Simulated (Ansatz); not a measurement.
**Lu (bcc type): how the settings move a single-point run**

Aim: see which settings change the result for Lu (bcc type), by how much, and at what cost.

Program: Ansatz 0.2.0. Level of theory: reference: DFT, LDA, PAW with Ansatz's default frozen-core files, scalar-relativistic. These are calculated values, not measurements.

2 further runs of the same task are left out: 2 that didn't finish. Runs told in other sessions of the task aren't counted.

### 1 The starting structure

The structure is cubic, space group Im-3m (No. 229). Conventional cell: a = 3.588 Å, b = 3.588 Å, c = 3.588 Å, α = 90.00°, β = 90.00°, γ = 90.00°. Lu (site symmetry m-3m) is surrounded by 8 Lu at 3.11 Å.

Coordinates:

```cif
data_structure
_symmetry_space_group_name_H-M 'P 1'
_symmetry_Int_Tables_number 1
_cell_length_a 3.1071
_cell_length_b 3.1071
_cell_length_c 3.1071
_cell_angle_alpha 109.471
_cell_angle_beta 109.471
_cell_angle_gamma 109.471
_cell_volume 23.09
loop_
_atom_site_label
_atom_site_type_symbol
_atom_site_fract_x
_atom_site_fract_y
_atom_site_fract_z
_atom_site_occupancy
Lu1 Lu 0.00000 0.00000 0.00000 1
```

### 2 The reference run

input.yaml

```yaml
crystal:
  lattice:
    - [-1.7938805748, 1.7938805748, 1.7938805748]
    - [1.7938805748, -1.7938805748, 1.7938805748]
    - [1.7938805748, 1.7938805748, -1.7938805748]
  atoms:
    - { symbol: Lu, position: [0.0, 0.0, 0.0] }
kpoints:
  mp_grid: { grid: [14, 14, 14] }
scf:
  occupations: { method: fermi_dirac, width: 0.1 }
hamiltonian:
  xc: lda
  pseudopotentials: { kind: paw }
output:
  forces: true
  stress: true
  eigenvalues: true
basis:
  ecutwfc: 600
```

Run with:

```console
$ ansatz run input.yaml --threads 1 --pin off --max-ram 2048MiB --backend cpu --events-out ev --progress --plain --runs-dir out
```

### 3 Changing settings: symmetry.detect false, eigensolver.kind davidson, ecutrho_ratio 4, basis.precision f64

Edit input.yaml of step 2 so:

```diff
@@ -7,2 +7,3 @@
     - { symbol: Lu, position: [0.0, 0.0, 0.0] }
+  symmetry: { detect: false }
 kpoints:
@@ -11,2 +12,3 @@
   occupations: { method: fermi_dirac, width: 0.1 }
+  eigensolver: { kind: davidson }
 hamiltonian:
@@ -20 +22,3 @@
   ecutwfc: 600
+  ecutrho_ratio: 4
+  precision: f64
```

Q: Predict the outcome of this session. Wanted: for each run, ending; energy change; pressure; gap; force.

As calculated:

| run | ending | energy change | pressure (GPa) | gap (eV) | force (eV/Å) | cycles | time |
| --- | --- | --- | --- | --- | --- | --- | --- |
| reference | converged | 0 | 7.7 | 0.00 | 0.00 | 7 | 4 s |
| 1: symmetry.detect false, eigensolver.kind davidson, ecutrho_ratio 4, basis.precision f64 | converged | 0.0 meV/atom | 7.7 | 0.00 | 0.00 | 7 | 2 min |

Residual by cycle in the longest SCF loop of each run; runs are numbered as in the table. The quantity is the density residual dr2, in eV.

| cycle | reference | run 1 |
| --- | --- | --- |
| 1 | 0.00236 | 0.00235 |
| 2 | 0.00115 | 0.00119 |
| 3 | 3.7e-4 | 4.6e-4 |
| 4 | 1.7e-5 | 2.4e-5 |
| 5 | 4.8e-6 | 2.0e-7 |
| 6 | 2.2e-7 | 2.0e-8 |
| 7 | 7.3e-9 | 3.2e-9 |

Energy and cycle count are those of the reference, so the change (use of symmetry, solver and arithmetic precision) left the result and the number of cycles as they were. Cost: 2 min against 4 s.
